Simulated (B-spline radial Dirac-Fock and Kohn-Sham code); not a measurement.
# An X-ray data sheet for Bi⁵¹⁺, step by step

What does theory give for bismuth as Bi⁵¹⁺? The session works out its X-ray form factor and Compton profile and the binding energy of each subshell.

Program: B-spline radial Dirac-Fock and Kohn-Sham code, version 2. Model: a free atom or ion on a radial basis; each step names its model. All values are calculated, but those marked as tabulated.

### Step 1. The system

Bi⁵¹⁺, [Ar] 3d10 4s2 4p2.

* nuclear charge: 83
* electrons: 32
* mass number: 209
* nuclear rms radius: 5.5211 fm

### Step 2. Scattering by the electron cloud

Model: Dirac-Fock average of configuration, finite nucleus; form factor of the spherical density, Waller-Hartree incoherent function, impulse-approximation Compton profiles.

Settings, as recorded:

```ini
task = scatter
Z = 83
charge = 51
configuration = 1s2 2s2 2p6 3s2 3p6 3d10 4s2 4p2
mass_number = 209
rms_radius = 5.5211  # fm
s = [0.0, 0.05, 0.1, 0.15, 0.2, 0.25, 0.3, 0.35, 0.4, 0.45, 0.5, 0.6, 0.7, 0.8, 0.9, 1.0, 1.1, 1.2, 1.4, 1.6, 1.8, 2.0, 2.5, 3.0, 3.5, 4.0, 5.0, 6.0]  # 1/A
pz = [0, 0.1, 0.2, 0.3, 0.4, 0.5, 0.6, 0.8, 1.0, 1.2, 1.4, 1.6, 1.8, 2.0, 2.5, 3.0, 4.0, 5.0, 7.0, 10.0, 15.0, 20.0, 30.0, 40.0, 60.0, 100.0]  # a.u.
photon_energy = [2000, 5000, 17479.3, 20000, 30000, 100000, 200000, 1000000]  # eV
```

### Step 3. Core and valence levels

Model: Dirac-Fock average of configuration, Delta-SCF, finite nucleus, first-order Breit with its frequency dependence, self-energy and vacuum polarisation.

Recorded inputs:

```ini
task = binding
```

**Question.** What will these runs give? Wanted: rms radius of the electron cloud; form factor halves at; Compton profile at zero; deepest level listed, K; least bound, N2,3; Kα1.

The runs gave:

```
                             quantity         value
     rms radius of the electron cloud    0.185 bohr
                form factor halves at       2.0 1/Å
              Compton profile at zero  1.198 1/a.u.
         deepest level listed, K (1s)    93364.3 eV
               least bound, N2,3 (4p)     2962.5 eV
                                  Kα1    77146.9 eV
ionisation energy, NIST (theoretical)    3078.00 eV
```

**Reading.** The form factor starts at the 32 electrons and halves by s = 2.0 1/Å. Incoherent scattering outweighs coherent from 1000 keV on, among the energies asked. For K (1s), relaxation takes off 57.5 eV, Breit terms shift it by -337.30 and QED by -178.30 eV. NIST's ionisation energy differs by +115.54 eV from the least binding energy; the calculation averages open shells over their j components and terms. The Hartree-Fock and Dirac-Fock values hold no electron correlation.
